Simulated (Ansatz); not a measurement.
# HgPd: strong compression

An exercise on one series of results from a longer session: the logs are not shown, and one member is left open.

Method: DFT PBEsol, with the methods named in each step, in Ansatz 0.2.0.

## The structure to begin with

Symmetry: P4/mmm, No. 123, tetragonal system. The conventional cell has a = 3.026 Å, b = 3.026 Å, c = 3.702 Å, α = 90.00°, β = 90.00°, γ = 90.00°. Around Hg (site symmetry 4/mmm) lie 8 Pd at 2.83 Å and 4 Hg at 3.03 Å. Around Pd (site symmetry 4/mmm) lie 8 Hg at 2.83 Å and 4 Pd at 3.03 Å.

As a file:

```
CELL_PARAMETERS angstrom
3.02600 0.00000 0.00000
0.00000 3.02600 0.00000
0.00000 0.00000 3.70200
ATOMIC_POSITIONS crystal
Hg 0.00000 0.00000 0.00000
Pd 0.50000 0.50000 0.50000
```

Whether this phase is the stable one at these pressures isn't tested.

Atoms are numbered in the order of the input: Hg1, Pd2.

The first run:

Input file input.yaml:

```yaml
crystal:
  lattice:
    - [3.026, 0.0, 0.0]
    - [0.0, 3.026, 0.0]
    - [0.0, 0.0, 3.702]
  atoms:
    - { symbol: Hg, position: [0.0, 0.0, 0.0] }
    - { symbol: Pd, position: [0.5, 0.5, 0.5] }
kpoints:
  mp_grid: { grid: [12, 12, 10] }
  band_path:
    path:
      - [0.0, 0.0, 0.0]
      - [0.0, 0.5, 0.0]
      - [0.5, 0.5, 0.0]
      - [0.0, 0.0, 0.0]
      - [0.0, 0.0, 0.5]
      - [0.0, 0.5, 0.5]
      - [0.5, 0.5, 0.5]
      - [0.0, 0.0, 0.5]
      - [0.0, 0.5, 0.0]
    npoints: 14
scf:
  occupations: { method: fermi_dirac, width: 0.05 }
hamiltonian:
  xc: pbesol
  pseudopotentials: { kind: all_electron, lapw: { basis_error: 0.001 } }
output:
  forces: true
  stress: true
  eigenvalues: true
  populations: true
```

Started as:

```
> ansatz run input.yaml --threads 1 --pin off --max-ram 2048MiB --backend cpu --events-out ev --progress --plain --runs-dir out
```

Among the steps run: The reference volume, LAPW; Volume scaled by 1, crystal datasets; Volume scaled by 0.85, LAPW; Volume scaled by 0.55, LAPW; Volume scaled by 0.5, LAPW; Volume scaled by 0.5, norm-conserving.

One table of the session follows, with a row left open; its other results are not shown here.

```
          method  volume over the first  volume (Å³/atom)  pressure (GPa)
            LAPW                      1            16.949           -0.04
            LAPW                   0.85            14.407           37.80
            LAPW                   0.55             9.322          444.63
            LAPW                    0.5             8.475          657.26
             PAW                      1            16.949           -0.02
             PAW                   0.85            14.407           37.79
             PAW                   0.55             9.322          444.32
             PAW                    0.5                 ?               ?
crystal datasets                      1            16.949           -0.04
 norm-conserving                    0.5             8.475          658.51
```

Q: Estimate the row for PAW, 0.5 from the others.

As computed: volume (Å³/atom): 8.475; pressure (GPa): 657.22.

Limits of these values: Warnings in the runs' records: gradients without spin orbit, crystal datasets made.
